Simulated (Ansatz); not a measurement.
# SVWN5/def2-TZVP run of CH2BN (SMILES BC#N)

What is the electronic atomisation energy of CH2BN at SVWN5/def2-TZVP? 

The calculation is run with Ansatz 0.2.0.

65 further runs of the same task are left out: 65 set aside as unsound or not needed. Runs told in other sessions of the task aren't counted.

### 1 The molecule

CH2BN has 5 atoms, charge 0, and is taken as a singlet. As SMILES, `BC#N`. The shape is that of a PBE0-D4/def2-TZVP optimisation.

Bond lengths: B1–C2 1.522 Å, C2–N3 1.154 Å, B1–H4 1.189 Å, B1–H5 1.189 Å. Angles: B1–C2–N3 180.0°, C2–B1–H4 118.9°, C2–B1–H5 118.9°, H4–B1–H5 122.2°.

### 2 The energy at SVWN5/def2-TZVP

File in.yaml:

```yaml
crystal:
  periodic: [false, false, false]
  atoms:
    - {symbol: B, position_ang: [-0.219200, 0.441300, -0.341900]}
    - {symbol: C, position_ang: [0.352700, -0.696700, 0.490700]}
    - {symbol: "N", position_ang: [0.786500, -1.559600, 1.122200]}
    - {symbol: H, position_ang: [-0.744300, 0.187400, -1.377600]}
    - {symbol: H, position_ang: [-0.125900, 1.554000, 0.065300]}
basis:
  gaussian:
    orbitals: def2-TZVP
output: {orbitals: {seedname: orbitals}}
hamiltonian:
  xc: {name: SVWN5}
accuracy: high
```

Run with:

```
$ ansatz run in.yaml --threads 1 --pin off --max-ram 3480MiB --events-out events.jsonl --progress --plain --runs-dir runs
```

The log of the run:

```text
Warning: RAYON_NUM_THREADS=1 ignored (pool sized by the plan → 1); use --threads N
Functional definition: SVWN5
  name "SVWN5"
  exchange = slater_x
  correlation = vwn5_c
1710 factors; integrals over basis functions are off by at most 3.6e-9 eV
mean field evaluation 1: about -3201.0033 eV, gradient 4.5e1 eV
mean field evaluation 2: about -3189.7275 eV, gradient 7.8e1 eV
mean field evaluation 4: about -3205.5543 eV, gradient 7.6e0 eV
mean field evaluation 8: about -3205.7222 eV, gradient 5.4e-1 eV
mean field evaluation 16: about -3205.7231 eV, gradient 6.2e-6 eV
mean field -3205.72309962 eV, -117.8081509939 hartree, gradient 2.5e-8 eV, S^2 0.000000; 0 other end points of the search recorded, 0 dependent functions left out
reference -3205.72310279 eV, -117.8081511103 hartree; 10, 10 occupied and 95, 95 virtual orbitals, 1710 factors
Total energy: -3205.72310279 eV, -117.8081511103 hartree
```

Run time: 3 s. Hardware: 1 thread of Arm Neoverse V2, shared host; peak memory 0.21 GiB.

### 3 The B atom at the same level

File run.yaml:

```yaml
crystal:
  periodic: [false, false, false]
  atoms:
    - symbol: B
      position_ang: [0.000000, 0.000000, 0.000000]
basis:
  gaussian:
    orbitals: def2-TZVP
magnetization:
  spin_polarized: true
  initial_magnetization: 1
hamiltonian:
  xc: {name: SVWN5}
accuracy: high
```

Run the same way, it converges to -24.35391 Eh (log not shown).

### 4 The C atom at the same level

File in.yaml:

```yaml
crystal:
  periodic: [false, false, false]
  atoms:
    - {symbol: C, position_ang: [0.000000, 0.000000, 0.000000]}
basis:
  gaussian: {orbitals: def2-TZVP}
accuracy: high
hamiltonian: {xc: {name: SVWN5}}
magnetization: {spin_polarized: true, initial_magnetization: 2}
```

Run the same way, it converges to -37.46739 Eh (log not shown).

### 5 The H atom

File job.yaml:

```yaml
crystal:
  periodic: [false, false, false]
  atoms:
    - symbol: H
      position_ang: [0.000000, 0.000000, 0.000000]
basis:
  gaussian:
    orbitals: def2-TZVP
magnetization:
  spin_polarized: true
  initial_magnetization: 1
accuracy: high
hamiltonian:
  xc: {name: SVWN5}
```

Run with:

```
$ ansatz run job.yaml --threads 1 --pin off --max-ram 3480MiB --events-out events.jsonl --progress --plain --runs-dir runs
```

The log of the run:

```text
Warning: RAYON_NUM_THREADS=1 ignored (pool sized by the plan → 1); use --threads N
[... 4 set-up lines as earlier in the session ...]
21 factors; integrals over basis functions are off by at most 4.9e-8 eV
mean field evaluation 1: about -13.0148 eV, gradient 4.6e-1 eV
mean field evaluation 2: about -13.0170 eV, gradient 5.0e-2 eV
mean field evaluation 4: about -13.0164 eV, gradient 2.2e-3 eV
mean field evaluation 8: about -13.0164 eV, gradient 3.8e-7 eV
mean field -13.01639852 eV, -0.4783438226 hartree, gradient 2.3e-9 eV, S^2 0.750000; 0 other end points of the search recorded, 0 dependent functions left out
reference -13.01640029 eV, -0.4783438880 hartree; 1, 0 occupied and 5, 6 virtual orbitals, 21 factors
Total energy: -13.01640029 eV, -0.4783438880 hartree
```

Run time: 0.1 s. Hardware: 1 thread of Arm Neoverse V2, shared host.

### 6 The N atom at the same level

File input.yaml:

```yaml
crystal:
  periodic: [false, false, false]
  atoms:
    - {symbol: "N", position_ang: [0.000000, 0.000000, 0.000000]}
basis:
  gaussian: {orbitals: def2-TZVP}
magnetization: {spin_polarized: true, initial_magnetization: 3}
hamiltonian: {xc: {name: SVWN5}}
accuracy: high
```

Run the same way, it converges to -54.13286 Eh (log not shown).

### 7 What came out

Level: SVWN5/def2-TZVP.

| quantity | value |
| --- | --- |
| molecule: total energy | -117.80815 Eh |
| molecule: HOMO energy | -8.54 eV |
| molecule: LUMO energy | -4.68 eV |
| molecule: HOMO–LUMO gap | 3.86 eV |
| B atom: total energy | -24.35391 Eh |
| B atom: ⟨S²⟩ | 0.752 |
| C atom: total energy | -37.46739 Eh |
| C atom: ⟨S²⟩ | 2.003 |
| H atom: total energy | -0.47834 Eh |
| H atom: ⟨S²⟩ | 0.750 |
| N atom: total energy | -54.13286 Eh |
| N atom: ⟨S²⟩ | 3.753 |
| electronic atomisation energy | 24.417 eV |

Taking the molecule apart into free atoms costs 24.42 eV (563 kcal/mol), before zero-point energy and without spin-orbit coupling.
